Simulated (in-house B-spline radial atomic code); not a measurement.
**W: a fraction of an electron removed from 5p, part 1 of 2**

Aim: the energy of W as a fraction of an electron is removed from 5p, to see how far it bends away from a straight line.

The numbers are computed with in-house B-spline radial atomic code version 1 (non-relativistic PBEsol, spin-polarised, spherical fractional occupations, point nucleus, basis-set limit), except any that are marked as measured or tabulated.

**1. What is computed**

| Item | Value |
| --- | --- |
| element | tungsten (Z = 74) |
| charge | 0 |
| electrons | 74 |
| configuration | [Xe] 4f14 5d4 6s2 |
| Hamiltonian | non-relativistic |
| nucleus | point |

Outer shells as boxes (Hund's rule):

[Xe] 4f14 5d4 6s2
```
[Xe] core
4f [↑↓][↑↓][↑↓][↑↓][↑↓][↑↓][↑↓]
5d [↑ ][↑ ][↑ ][↑ ][  ]
6s [↑↓]
```

Where spins are not typed, each open shell is filled with up spins first.

**2. The start, at fraction 0**

Input settings:

```ini
Z = 74
electrons = 74.0
configuration = [Xe] 4f14 5d4 6s2
hamiltonian = nr
method = pbesol
spin_polarised = True
```

From the run's result record (rounded, not every field):

```text
{
  "status": "converged",
  "scf [iteration, energy, orbital gradient]": [
    [1, -15285.4597137, 0.865],
    [2, -15286.806512, 0.187],
    [3, -15287.1814164, 0.0453],
    [4, -15287.2067718, 0.0221],
    [5, -15287.2032895, 0.0188],
    [6, -15287.2087794, 0.00944],
    [7, -15287.2109009, 0.000106],
    [8, -15287.2109012, 3.81e-05],
    [9, -15287.2109013, 3.97e-06],
    [10, -15287.2109013, 4.22e-07]
  ],
  "energy [hartree]": {"total": -15287.2109013, "kinetic": 15282.8498224, "nuclear": -36409.7453698, "coulomb": 6142.33695615, "xc": -302.652310074},
  "orbitals [hartree, bohr; first row names the columns]": [
    ["name", "occ", "eps", "<r>", "<r^2>", "<1/r>", "r_max", "density_at_nucleus", "spin_orbit_zeta"],
    ["1s up", 1.0, -2342.0126, 0.020475, 0.00056024, 73.436, 0.013585, 127060.0, "-"],
    ["1s down", 1.0, -2342.0126, 0.020475, 0.00056024, 73.436, 0.013585, 127060.0, "-"],
    ["2s up", 1.0, -384.96662, 0.086504, 0.0087701, 17.222, 0.074011, 13950.0, "-"],
    ["2s down", 1.0, -384.95968, 0.086504, 0.0087701, 17.223, 0.07401, 13951.0, "-"],
    ["2p up", 3.0, -369.03534, 0.073166, 0.0064838, 17.257, 0.057453, "-", 27.145],
    ["2p down", 3.0, -369.03003, 0.073166, 0.0064838, 17.257, 0.057452, "-", 27.145],
    ["3s up", 1.0, -87.885485, 0.21975, 0.055007, 6.621, 0.20335, 3069.7, "-"],
    ["3s down", 1.0, -87.883107, 0.21975, 0.055004, 6.6211, 0.20335, 3069.8, "-"],
    ["3p up", 3.0, -80.495681, 0.2098, 0.050867, 6.5727, 0.19159, "-", 5.7806],
    ["3p down", 3.0, -80.493193, 0.2098, 0.050865, 6.5727, 0.19159, "-", 5.7806],
    ["3d up", 5.0, -66.707817, 0.18397, 0.039559, 6.4962, 0.15112, "-", 0.91413],
    ["3d down", 5.0, -66.703417, 0.18397, 0.03956, 6.4961, 0.15112, "-", 0.91409],
    ["4s up", 1.0, -17.583306, 0.49008, 0.27076, 2.8559, 0.45754, 739.91, "-"],
    ["4s down", 1.0, -17.578047, 0.49006, 0.27072, 2.8557, 0.45756, 739.75, "-"],
    ["4p up", 3.0, -14.497, 0.49719, 0.28085, 2.7638, 0.45835, "-", 1.3135],
    ["4p down", 3.0, -14.491401, 0.49714, 0.28077, 2.7638, 0.45838, "-", 1.3133],
    ["4d up", 5.0, -8.8712932, 0.51391, 0.30574, 2.566, 0.45473, "-", 0.17769],
    ["4d down", 5.0, -8.8643468, 0.5137, 0.30541, 2.5665, 0.45477, "-", 0.17773],
    ["5s up", 1.0, -2.4134366, 1.1733, 1.5467, 1.1208, 1.0545, 126.01, "-"],
    ["5s down", 1.0, -2.3438163, 1.1653, 1.5259, 1.1303, 1.0495, 128.78, "-"],
    ["5p up", 3.0, -1.5265191, 1.3006, 1.918, 1.0027, 1.1367, "-", 0.1858],
    ["5p down", 3.0, -1.4465744, 1.2907, 1.8905, 1.0128, 1.1292, "-", 0.19092],
    ["4f up", 7.0, -1.5369561, 0.59067, 0.43527, 2.1299, 0.42173, "-", 0.024781],
    ["4f down", 7.0, -1.5238837, 0.58721, 0.42865, 2.1368, 0.42158, "-", 0.024927],
    ["5d up", 4.0, -0.2477845, 1.9469, 4.5509, 0.67398, 1.4724, "-", 0.011517],
    ["6s up", 1.0, -0.19190732, 3.4129, 13.267, 0.36909, 2.8856, 12.382, "-"],
    ["6s down", 1.0, -0.15117432, 3.703, 15.7, 0.33725, 3.0882, 9.4398, "-"]
  ],
  "sum_r [bohr^k]": {"-1": 492.0236, "1": 46.55323, "2": 73.86636},
  "density_at_nucleus [bohr^-3]": 289917.2,
  "spin_density_at_nucleus [bohr^-3]": 0.0762228,
  "mass_velocity [hartree]": -2530.575,
  "darwin [hartree]": 1794.553
}
```

It took 0.3 s on 1 thread, shared host.

**3. 0.03 electron removed from 5p**

Input settings:

```ini
Z = 74
electrons = 73.97
configuration = [Kr] 4d10 4f14 5s2 5p5.97 5d4 6s2
hamiltonian = nr
method = pbesol
spin_polarised = True
```

Result record:

```text
{
  "status": "converged",
  "scf [iteration, energy, orbital gradient]": [
    [1, -15285.4218125, 0.865],
    [2, -15286.7626568, 0.19],
    [3, -15287.1352985, 0.0448],
    [4, -15287.1628569, 0.0223],
    [5, -15287.1586615, 0.0201],
    [6, -15287.1652146, 0.01],
    [7, -15287.167337, 0.000117],
    [8, -15287.1673373, 4.12e-05],
    [9, -15287.1673374, 3.59e-06],
    [10, -15287.1673374, 4.04e-07]
  ],
  "energy [hartree]": {"total": -15287.1673374, "kinetic": 15282.8073047, "nuclear": -36408.7159657, "coulomb": 6141.38197642, "xc": -302.640652837},
  "orbitals [hartree, bohr; first row names the columns]": [
    ["name", "occ", "eps", "<r>"],
    ["1s up", 1.0, -2342.0265, 0.020475],
    ["1s down", 1.0, -2342.0265, 0.020475],
    ["2s up", 1.0, -384.98012, 0.086504],
    ["2s down", 1.0, -384.97308, 0.086504],
    ["2p up", 3.0, -369.04891, 0.073166],
    ["2p down", 3.0, -369.04347, 0.073166],
    ["3s up", 1.0, -87.898806, 0.21975],
    ["3s down", 1.0, -87.896352, 0.21975],
    ["3p up", 3.0, -80.50902, 0.2098],
    ["3p down", 3.0, -80.506442, 0.2098],
    ["3d up", 5.0, -66.721165, 0.18397],
    ["3d down", 5.0, -66.716661, 0.18397],
    ["4s up", 1.0, -17.596712, 0.49008],
    ["4s down", 1.0, -17.59129, 0.49006],
    ["4p up", 3.0, -14.510414, 0.49719],
    ["4p down", 3.0, -14.504637, 0.49714],
    ["4d up", 5.0, -8.8847119, 0.51391],
    ["4d down", 5.0, -8.8775528, 0.5137],
    ["4f up", 7.0, -1.5503397, 0.59063],
    ["4f down", 7.0, -1.5369067, 0.58711],
    ["5s up", 1.0, -2.4263192, 1.173],
    ["5s down", 1.0, -2.3553003, 1.165],
    ["5p up", 3.0, -1.5390122, 1.3],
    ["5p down", 2.97, -1.4576944, 1.2902],
    ["5d up", 4.0, -0.25836015, 1.9396],
    ["6s up", 1.0, -0.19917436, 3.398],
    ["6s down", 1.0, -0.15825395, 3.6818]
  ],
  "sum_r [bohr^k]": {"-1": 492.0097, "1": 46.44452, "2": 73.3199},
  "energy_minus_base [hartree]": 0.0435638752
}
```

Run time: 0.18 s. Hardware: 1 thread, shared host.

energy_minus_base is the energy less that of the reference run.

**4. 0.13 electron removed from 5p**

Input settings:

```ini
Z = 74
electrons = 73.87
configuration = [Kr] 4d10 4f14 5s2 5p5.87 5d4 6s2
hamiltonian = nr
method = pbesol
spin_polarised = True
```

Result record:

```text
{
  "status": "converged",
  "scf [iteration, energy, orbital gradient]": [
    [1, -15285.2878915, 0.865],
    [2, -15286.6009144, 0.195],
    [3, -15286.978847, 0.0431],
    [4, -15287.0140165, 0.023],
    [5, -15287.0074851, 0.0241],
    [6, -15287.0175364, 0.0101],
    [7, -15287.0196911, 0.000117],
    [8, -15287.0196916, 4.7e-05],
    [9, -15287.0196917, 2.5e-06],
    [10, -15287.0196917, 3.54e-07]
  ],
  "energy [hartree]": {"total": -15287.0196917, "kinetic": 15282.6632155, "nuclear": -36405.2336222, "coulomb": 6138.15198427, "xc": -302.601269284},
  "orbitals [hartree, bohr; first row names the columns]": [
    ["name", "occ", "eps", "<r>"],
    ["1s up", 1.0, -2342.0737, 0.020475],
    ["1s down", 1.0, -2342.0733, 0.020475],
    ["2s up", 1.0, -385.02581, 0.086504],
    ["2s down", 1.0, -385.01843, 0.086504],
    ["2p up", 3.0, -369.09483, 0.073166],
    ["2p down", 3.0, -369.08898, 0.073166],
    ["3s up", 1.0, -87.943886, 0.21975],
    ["3s down", 1.0, -87.94118, 0.21975],
    ["3p up", 3.0, -80.554161, 0.2098],
    ["3p down", 3.0, -80.551281, 0.2098],
    ["3d up", 5.0, -66.766336, 0.18397],
    ["3d down", 5.0, -66.761485, 0.18397],
    ["4s up", 1.0, -17.642076, 0.49008],
    ["4s down", 1.0, -17.636108, 0.49006],
    ["4p up", 3.0, -14.555802, 0.49719],
    ["4p down", 3.0, -14.549432, 0.49713],
    ["4d up", 5.0, -8.9301188, 0.51392],
    ["4d down", 5.0, -8.9222485, 0.51368],
    ["4f up", 7.0, -1.5956256, 0.5905],
    ["4f down", 7.0, -1.5809874, 0.5868],
    ["5s up", 1.0, -2.4698972, 1.1719],
    ["5s down", 1.0, -2.3942021, 1.1641],
    ["5p up", 3.0, -1.5812783, 1.2979],
    ["5p down", 2.87, -1.4953703, 1.2886],
    ["5d up", 4.0, -0.29423921, 1.9163],
    ["6s up", 1.0, -0.22383859, 3.3503],
    ["6s down", 1.0, -0.18228816, 3.6148]
  ],
  "sum_r [bohr^k]": {"-1": 491.9626, "1": 46.09156, "2": 71.59077},
  "energy_minus_base [hartree]": 0.191209642
}
```

Wall time 0.17 s (1 thread, shared host).

**5. 0.35 electron removed from 5p**

Input settings:

```ini
Z = 74
electrons = 73.65
configuration = [Kr] 4d10 4f14 5s2 5p5.65 5d4 6s2
hamiltonian = nr
method = pbesol
spin_polarised = True
```

Result record:

```text
{
  "status": "converged",
  "scf [iteration, energy, orbital gradient]": [
    [1, -15284.9434012, 0.865],
    [2, -15286.1699448, 0.207],
    [3, -15286.6202548, 0.0484],
    [4, -15286.6730058, 0.0247],
    [5, -15286.6617055, 0.0308],
    [6, -15286.6792325, 0.0101],
    [7, -15286.6813302, 9.25e-05],
    [8, -15286.6813305, 4.7e-05],
    [9, -15286.6813306, 2.36e-06],
    [10, -15286.6813306, 1.13e-07]
  ],
  "energy [hartree]": {"total": -15286.6813306, "kinetic": 15282.3330529, "nuclear": -36397.3137898, "coulomb": 6130.81141959, "xc": -302.512013367},
  "orbitals [hartree, bohr; first row names the columns]": [
    ["name", "occ", "eps", "<r>"],
    ["1s up", 1.0, -2342.1809, 0.020475],
    ["1s down", 1.0, -2342.1797, 0.020475],
    ["2s up", 1.0, -385.1298, 0.086504],
    ["2s down", 1.0, -385.12166, 0.086504],
    ["2p up", 3.0, -369.19934, 0.073166],
    ["2p down", 3.0, -369.19256, 0.073166],
    ["3s up", 1.0, -88.046495, 0.21975],
    ["3s down", 1.0, -88.043231, 0.21975],
    ["3p up", 3.0, -80.656906, 0.2098],
    ["3p down", 3.0, -80.653356, 0.2098],
    ["3d up", 5.0, -66.869151, 0.18397],
    ["3d down", 5.0, -66.863534, 0.18397],
    ["4s up", 1.0, -17.745304, 0.49009],
    ["4s down", 1.0, -17.738129, 0.49005],
    ["4p up", 3.0, -14.659085, 0.4972],
    ["4p down", 3.0, -14.6514, 0.49712],
    ["4d up", 5.0, -9.0334416, 0.51393],
    ["4d down", 5.0, -9.0239937, 0.51363],
    ["4f up", 7.0, -1.6986619, 0.59022],
    ["4f down", 7.0, -1.6813533, 0.5861],
    ["5s up", 1.0, -2.5689688, 1.1697],
    ["5s down", 1.0, -2.4828979, 1.162],
    ["5p up", 3.0, -1.6773932, 1.2933],
    ["5p down", 2.65, -1.5813013, 1.2849],
    ["5d up", 4.0, -0.37634685, 1.8698],
    ["6s up", 1.0, -0.28035144, 3.2534],
    ["6s down", 1.0, -0.23738247, 3.4842]
  ],
  "sum_r [bohr^k]": {"-1": 491.8556, "1": 45.35974, "2": 68.20952},
  "energy_minus_base [hartree]": 0.529570676
}
```

It took 0.17 s on 1 thread, shared host.

**6. 0.42 electron removed from 5p**

Input settings:

```ini
Z = 74
electrons = 73.58
configuration = [Kr] 4d10 4f14 5s2 5p5.58 5d4 6s2
hamiltonian = nr
method = pbesol
spin_polarised = True
```

Result record:

```text
{
  "status": "converged",
  "scf [iteration, energy, orbital gradient]": [
    [1, -15284.8162198, 0.866],
    [2, -15286.0125173, 0.211],
    [3, -15286.5019831, 0.0515],
    [4, -15286.5605045, 0.0254],
    [5, -15286.5478228, 0.0326],
    [6, -15286.5675863, 0.0101],
    [7, -15286.5696562, 7.95e-05],
    [8, -15286.5696565, 4.34e-05],
    [9, -15286.5696566, 2.79e-06],
    [10, -15286.5696566, 1.02e-07]
  ],
  "energy [hartree]": {"total": -15286.5696566, "kinetic": 15282.2240868, "nuclear": -36394.72425, "coulomb": 6128.41343735, "xc": -302.482930733},
  "orbitals [hartree, bohr; first row names the columns]": [
    ["name", "occ", "eps", "<r>"],
    ["1s up", 1.0, -2342.216, 0.020475],
    ["1s down", 1.0, -2342.2145, 0.020475],
    ["2s up", 1.0, -385.16382, 0.086504],
    ["2s down", 1.0, -385.15544, 0.086504],
    ["2p up", 3.0, -369.23353, 0.073166],
    ["2p down", 3.0, -369.22645, 0.073166],
    ["3s up", 1.0, -88.080063, 0.21975],
    ["3s down", 1.0, -88.076621, 0.21975],
    ["3p up", 3.0, -80.690518, 0.2098],
    ["3p down", 3.0, -80.686755, 0.2098],
    ["3d up", 5.0, -66.902787, 0.18397],
    ["3d down", 5.0, -66.896926, 0.18397],
    ["4s up", 1.0, -17.779069, 0.49009],
    ["4s down", 1.0, -17.771506, 0.49005],
    ["4p up", 3.0, -14.692867, 0.4972],
    ["4p down", 3.0, -14.68476, 0.49712],
    ["4d up", 5.0, -9.0672357, 0.51393],
    ["4d down", 5.0, -9.057282, 0.51362],
    ["4f up", 7.0, -1.7323589, 0.59012],
    ["4f down", 7.0, -1.7141946, 0.58587],
    ["5s up", 1.0, -2.6013442, 1.169],
    ["5s down", 1.0, -2.5119428, 1.1613],
    ["5p up", 3.0, -1.7088088, 1.2918],
    ["5p down", 2.58, -1.6094473, 1.2838],
    ["5d up", 4.0, -0.40332362, 1.8563],
    ["6s up", 1.0, -0.29894335, 3.2248],
    ["6s down", 1.0, -0.25551264, 3.4468]
  ],
  "sum_r [bohr^k]": {"-1": 491.8206, "1": 45.13806, "2": 67.23547},
  "energy_minus_base [hartree]": 0.641244748
}
```

Run time: 0.17 s. Hardware: 1 thread, shared host.

**7. 0.5 electron removed from 5p**

Input settings:

```ini
Z = 74
electrons = 73.5
configuration = [Kr] 4d10 4f14 5s2 5p5.5 5d4 6s2
hamiltonian = nr
method = pbesol
spin_polarised = True
```

Result record:

```text
{
  "status": "converged",
  "scf [iteration, energy, orbital gradient]": [
    [1, -15284.6588869, 0.866],
    [2, -15285.8211916, 0.215],
    [3, -15286.3643308, 0.0559],
    [4, -15286.4295238, 0.0261],
    [5, -15286.4153637, 0.0344],
    [6, -15286.4375629, 0.01],
    [7, -15286.4395994, 6.14e-05],
    [8, -15286.4395996, 3.63e-05],
    [9, -15286.4395996, 3.24e-06],
    [10, -15286.4395996, 1.56e-07]
  ],
  "energy [hartree]": {"total": -15286.4395996, "kinetic": 15282.0971854, "nuclear": -36391.7261226, "coulomb": 6125.63866368, "xc": -302.449326087},
  "orbitals [hartree, bohr; first row names the columns]": [
    ["name", "occ", "eps", "<r>"],
    ["1s up", 1.0, -2342.2566, 0.020475],
    ["1s down", 1.0, -2342.2549, 0.020475],
    ["2s up", 1.0, -385.20322, 0.086504],
    ["2s down", 1.0, -385.19457, 0.086504],
    ["2p up", 3.0, -369.27312, 0.073166],
    ["2p down", 3.0, -369.26571, 0.073166],
    ["3s up", 1.0, -88.118936, 0.21975],
    ["3s down", 1.0, -88.115289, 0.21975],
    ["3p up", 3.0, -80.729443, 0.2098],
    ["3p down", 3.0, -80.725434, 0.2098],
    ["3d up", 5.0, -66.941739, 0.18397],
    ["3d down", 5.0, -66.935599, 0.18397],
    ["4s up", 1.0, -17.818165, 0.49009],
    ["4s down", 1.0, -17.810159, 0.49005],
    ["4p up", 3.0, -14.731983, 0.49721],
    ["4p down", 3.0, -14.723393, 0.49711],
    ["4d up", 5.0, -9.1063659, 0.51394],
    ["4d down", 5.0, -9.0958318, 0.5136],
    ["4f up", 7.0, -1.7713745, 0.59001],
    ["4f down", 7.0, -1.7522286, 0.58561],
    ["5s up", 1.0, -2.6388139, 1.1681],
    ["5s down", 1.0, -2.5455867, 1.1605],
    ["5p up", 3.0, -1.745171, 1.2901],
    ["5p down", 2.5, -1.6420532, 1.2824],
    ["5d up", 4.0, -0.43462606, 1.8414],
    ["6s up", 1.0, -0.32053301, 3.1931],
    ["6s down", 1.0, -0.27656793, 3.406]
  ],
  "sum_r [bohr^k]": {"-1": 491.7801, "1": 44.8905, "2": 66.1735},
  "energy_minus_base [hartree]": 0.771301685
}
```

Wall time 0.18 s (1 thread, shared host).

**8. 0.57 electron removed from 5p**

Input settings:

```ini
Z = 74
electrons = 73.43
configuration = [Kr] 4d10 4f14 5s2 5p5.43 5d4 6s2
hamiltonian = nr
method = pbesol
spin_polarised = True
```

Result record:

```text
{
  "status": "converged",
  "scf [iteration, energy, orbital gradient]": [
    [1, -15284.5101282, 0.866],
    [2, -15285.6443202, 0.219],
    [3, -15286.2417199, 0.0596],
    [4, -15286.3127892, 0.0267],
    [5, -15286.2974376, 0.0358],
    [6, -15286.3216399, 0.01],
    [7, -15286.3236464, 5.03e-05],
    [8, -15286.3236465, 2.66e-05],
    [9, -15286.3236465, 3.45e-06],
    [10, -15286.3236465, 2.25e-07]
  ],
  "energy [hartree]": {"total": -15286.3236465, "kinetic": 15281.9840477, "nuclear": -36389.0700834, "coulomb": 6123.18200718, "xc": -302.419617975},
  "orbitals [hartree, bohr; first row names the columns]": [
    ["name", "occ", "eps", "<r>"],
    ["1s up", 1.0, -2342.2925, 0.020475],
    ["1s down", 1.0, -2342.2906, 0.020475],
    ["2s up", 1.0, -385.23813, 0.086504],
    ["2s down", 1.0, -385.22924, 0.086504],
    ["2p up", 3.0, -369.3082, 0.073166],
    ["2p down", 3.0, -369.30049, 0.073166],
    ["3s up", 1.0, -88.15338, 0.21975],
    ["3s down", 1.0, -88.149554, 0.21975],
    ["3p up", 3.0, -80.763932, 0.2098],
    ["3p down", 3.0, -80.759707, 0.2098],
    ["3d up", 5.0, -66.976253, 0.18397],
    ["3d down", 5.0, -66.969868, 0.18397],
    ["4s up", 1.0, -17.852803, 0.49009],
    ["4s down", 1.0, -17.844408, 0.49004],
    ["4p up", 3.0, -14.766639, 0.49721],
    ["4p down", 3.0, -14.757625, 0.49711],
    ["4d up", 5.0, -9.1410338, 0.51394],
    ["4d down", 5.0, -9.1299897, 0.51358],
    ["4f up", 7.0, -1.8059388, 0.58991],
    ["4f down", 7.0, -1.7859307, 0.58538],
    ["5s up", 1.0, -2.6719946, 1.1674],
    ["5s down", 1.0, -2.5754018, 1.1598],
    ["5p up", 3.0, -1.7773737, 1.2886],
    ["5p down", 2.43, -1.6709505, 1.2812],
    ["5d up", 4.0, -0.46241393, 1.8288],
    ["6s up", 1.0, -0.33971414, 3.1664],
    ["6s down", 1.0, -0.2952754, 3.372]
  ],
  "sum_r [bohr^k]": {"-1": 491.7442, "1": 44.67863, "2": 65.2853},
  "energy_minus_base [hartree]": 0.887254804
}
```

Wall time 0.18 s (1 thread, shared host).

**9. 0.7 electron removed from 5p**

Input settings:

```ini
Z = 74
electrons = 73.3
configuration = [Kr] 4d10 4f14 5s2 5p5.3 5d4 6s2
hamiltonian = nr
method = pbesol
spin_polarised = True
```

Result record:

```text
{
  "status": "converged",
  "scf [iteration, energy, orbital gradient]": [
    [1, -15284.205838, 0.866],
    [2, -15285.2947756, 0.227],
    [3, -15286.0087194, 0.0663],
    [4, -15286.0906741, 0.0276],
    [5, -15286.0734061, 0.038],
    [6, -15286.1009418, 0.00995],
    [7, -15286.1028906, 7.55e-05],
    [8, -15286.1028906, 1.08e-05],
    [9, -15286.1028906, 1.03e-06],
    [10, -15286.1028906, 6.41e-07]
  ],
  "energy [hartree]": {"total": -15286.1028906, "kinetic": 15281.7687832, "nuclear": -36384.0603532, "coulomb": 6118.55243325, "xc": -302.363753901},
  "orbitals [hartree, bohr; first row names the columns]": [
    ["name", "occ", "eps", "<r>"],
    ["1s up", 1.0, -2342.3604, 0.020475],
    ["1s down", 1.0, -2342.3579, 0.020475],
    ["2s up", 1.0, -385.30399, 0.086504],
    ["2s down", 1.0, -385.29465, 0.086504],
    ["2p up", 3.0, -369.37438, 0.073166],
    ["2p down", 3.0, -369.36612, 0.073166],
    ["3s up", 1.0, -88.21836, 0.21975],
    ["3s down", 1.0, -88.214199, 0.21975],
    ["3p up", 3.0, -80.828996, 0.2098],
    ["3p down", 3.0, -80.82437, 0.2098],
    ["3d up", 5.0, -67.041366, 0.18397],
    ["3d down", 5.0, -67.034524, 0.18397],
    ["4s up", 1.0, -17.918143, 0.4901],
    ["4s down", 1.0, -17.90902, 0.49004],
    ["4p up", 3.0, -14.832011, 0.49721],
    ["4p down", 3.0, -14.822204, 0.4971],
    ["4d up", 5.0, -9.2064272, 0.51395],
    ["4d down", 5.0, -9.1944303, 0.51355],
    ["4f up", 7.0, -1.8711322, 0.58973],
    ["4f down", 7.0, -1.8495136, 0.58495],
    ["5s up", 1.0, -2.7345431, 1.166],
    ["5s down", 1.0, -2.6316513, 1.1585],
    ["5p up", 3.0, -1.8380852, 1.2858],
    ["5p down", 2.3, -1.7254732, 1.2789],
    ["5d up", 4.0, -0.51496112, 1.8067],
    ["6s up", 1.0, -0.37602791, 3.1189],
    ["6s down", 1.0, -0.33069402, 3.3125]
  ],
  "sum_r [bohr^k]": {"-1": 491.6765, "1": 44.29588, "2": 63.72694},
  "energy_minus_base [hartree]": 1.10801066
}
```

Run time: 0.18 s. Hardware: 1 thread, shared host.

(Continued in part 2 of 2.)
